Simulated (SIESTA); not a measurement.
**NbCd3 under changes of volume**

One of the cells (18.721 Å³/atom); the others are scaled copies at fixed shape and fractional positions:

```xyz
4
Lattice="4.2150 0.0000 0.0000 0.0000 4.2150 0.0000 0.0000 0.0000 4.2150" Properties=species:S:1:pos:R:3 pbc="T T T"
Cd    2.1075    2.1075    0.0000
Cd    2.1075    0.0000    2.1075
Cd    0.0000    2.1075    2.1075
Nb    0.0000    0.0000    0.0000
```

- Program: SIESTA 5.4.2
- Functional: LDA
- Potentials or basis: PseudoDojo 0.4 standard (LDA files)
- Basis: DZP (energy shift 0.003 Ry; two zetas on semicore shells)
- Grid cutoff: 800 Ry
- Energy shift: 0.003 Ry
- k mesh: 6 × 6 × 6
- Occupations: fermi-dirac, width 0.05 eV
- Spin: no spin polarisation

```csv
volume (Å³/atom),energy over the lowest point (meV/atom),pressure (GPa)
17.598,7.54,4.7
17.972,0.34,1.6
18.347,0.00,-1.2
18.721,?,?
19.096,16.07,-5.5
19.470,31.13,-7.3
19.844,50.01,-8.8
```

What does the run at 18.721 Å³/atom give?

Energy over the lowest point 5.50 meV/atom; pressure -3.4 GPa.

Worked out: A Birch-Murnaghan fit of order 3 (a polynomial in V^(-2/3)) to the other rows has its minimum at 18.18 Å³/atom with B0 = V·E''(V) = 130 GPa and B' = 5.8. It gives 5.46 meV/atom at 18.721 Å³/atom, against the run's 5.50, and -dE/dV = -3.5 GPa, against -3.4.

Energies are extrapolated to zero smearing.

Caveats: the basis of atomic orbitals isn't converged, which shifts pressures, moduli and gaps.
